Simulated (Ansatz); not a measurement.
Relaxation of a periodic cell of 15 atoms, MgGa₆N₈ (host GaN, host structure P6_3mc, dopant Mg, one Ga atom removed), to a largest force component of 0.03 eV/Å in at most 60 steps.

Computed with DFT LDA, scalar-relativistic, plane waves, PAW (Ansatz). Settings: PAW set soft_1, cutoff 420 eV, k mesh 2x2x2, fermi-dirac smearing 0.05 eV, no spin polarisation.

```xyz
15
Lattice="-3.1889 -5.5234 0.0000 4.7834 -2.7617 0.0000 0.0000 0.0000 5.1924" Properties=species:S:1:pos:R:3:forces:R:3
Ga 1.594 -4.603 2.591 -0.23 -0.54 0.35
N 1.594 -4.603 4.548 1.46 -0.68 -0.27
N 0.000 -3.682 1.952 0.96 0.69 1.17
Ga 0.000 -1.841 2.591 -0.16 -0.12 0.55
Ga 3.189 -3.682 5.188 -0.02 -0.36 -0.35
N 0.000 -1.841 4.548 0.09 1.60 -0.33
N 3.189 -3.682 1.952 -0.03 0.09 -0.01
Ga 3.189 -1.841 2.591 0.50 0.40 0.04
Ga 1.594 -0.921 5.188 -0.31 0.51 -0.36
N 3.189 -1.841 4.548 -0.16 -0.03 0.08
N 1.594 -0.921 1.952 -0.06 -1.18 -0.37
Mg 0.000 -3.682 5.188 -0.16 -0.11 -0.53
Ga 1.594 -6.444 5.188 0.58 -0.01 -0.26
N -1.594 -4.603 4.548 -1.37 -0.83 0.66
N 1.594 -6.444 1.952 -1.09 0.55 -0.38
```

Where does it end, and by what steps?

It converged. Limits of this set-up: coarse k mesh, PAW files made for another functional, no spin, though dangling bonds at a vacancy may carry it, a small cell, in which the defect meets its images. After 11 steps the energy has fallen by 2.963 eV; N3 moved furthest, 1.04 Å. Joined: N3–N11 (3.19 → 1.34 Å), Ga4–Ga5 (3.18 → 2.87 Å).

```tsv
step	energy less start (eV)	largest force component (eV/Å)	accepted
0	0.0000	1.601	yes
1	-0.5669	0.857	yes
2	-1.0033	0.661	yes
3	-1.3104	0.723	yes
4	-1.7083	1.302	yes
5	-2.3710	1.915	yes
6	-2.7103	3.234	yes
7	-2.9080	1.101	yes
8	-2.9349	0.529	yes
9	-2.9315	0.465	no
10	-2.9627	0.063	yes
11	-2.9634	0.016	yes
```

```xyz
15
Lattice="-3.1889 -5.5234 0.0000 4.7834 -2.7617 0.0000 0.0000 0.0000 5.1924" Properties=species:S:1:pos:R:3
Ga 1.670 -4.589 2.621
N 1.714 -4.658 4.479
N 0.782 -3.021 1.769
Ga -0.191 -1.712 2.793
Ga 3.194 -3.690 5.177
N -0.020 -1.810 4.566
N 3.263 -3.672 1.901
Ga 3.222 -1.843 2.620
Ga 1.576 -0.957 5.144
N 3.159 -1.867 4.506
N 1.448 -1.859 1.748
Mg 0.029 -3.761 5.167
Ga 1.553 -6.443 5.202
N -1.678 -4.677 5.051
N 1.006 -6.071 1.780
```

Whether the end is a true minimum wasn't checked by a vibrational analysis.

Time of the run: 73 s on 1 thread of Arm Neoverse V2 (shared host), peak memory 0.44 GiB.
